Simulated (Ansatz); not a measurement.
# Cl4Ge: the cost of one run

Program: Ansatz 0.2.0. Level of theory: the levels named in each step. These are calculated values, not measurements.

### 1 The system as given

Bond lengths: Cl1–Ge2 2.127 Å, Ge2–Cl3 2.128 Å, Ge2–Cl4 2.127 Å, Ge2–Cl5 2.128 Å. Angles: Cl1–Ge2–Cl3 109.3°, Cl1–Ge2–Cl4 109.5°, Cl1–Ge2–Cl5 109.6°, Cl3–Ge2–Cl4 109.6°, Cl3–Ge2–Cl5 109.4°, Cl4–Ge2–Cl5 109.3°.

As a file:

```xyz
5

Cl   -0.9511   -1.5179   -1.1478
Ge   -0.0002    0.0004   -0.0003
Cl    2.0774   -0.4314    0.1550
Cl   -0.2701    1.8830   -0.9525
Cl   -0.8571    0.0677    1.9460
```

### 2 A rough first relaxation, PBE-D4/def2-SVP

This run stands in another session on the same molecule. It ended at:

```xyz
5

Cl   -0.9622   -1.5306   -1.1556
Ge   -0.0003    0.0005    0.0001
Cl    2.0960   -0.4315    0.1562
Cl   -0.2691    1.8992   -0.9631
Cl   -0.8655    0.0643    1.9629
```

### 3 Relaxation, PBE0-D4/def2-TZVPP

This run stands in another session on the same molecule. It ended at:

```xyz
5

Cl   -0.9485   -1.5092   -1.1396
Ge   -0.0002    0.0004    0.0001
Cl    2.0666   -0.4257    0.1540
Cl   -0.2656    1.8725   -0.9494
Cl   -0.8533    0.0638    1.9353
```

### 4 Frequencies, PBE0-D4/def2-TZVPP

input.yaml

```yaml
crystal:
  periodic: [false, false, false]
  atoms:
    - { symbol: Cl, position_ang: [-0.94853695, -1.50916303, -1.13959297] }
    - { symbol: Ge, position_ang: [-0.00021656, 0.0003698, 9.372e-05] }
    - { symbol: Cl, position_ang: [2.06658082, -0.42571095, 0.15403962] }
    - { symbol: Cl, position_ang: [-0.26556922, 1.87251727, -0.94940025] }
    - { symbol: Cl, position_ang: [-0.8533181, 0.0637969, 1.93531988] }
basis:
  gaussian: { orbitals: def2-TZVPP }
hamiltonian:
  xc: pbe0
  dispersion: d4
phonons: {}
```

Run with:

```sh
> ansatz run input.yaml --threads 4 --pin off --max-ram 10240MiB --backend cpu --events-out ev --progress --plain --runs-dir out
```

**Question.** How long does this run take on 4 threads of Intel Xeon at 2.70GHz, shared host, and how much memory does it need?

About 59 s, with a peak of 0.87 GiB.
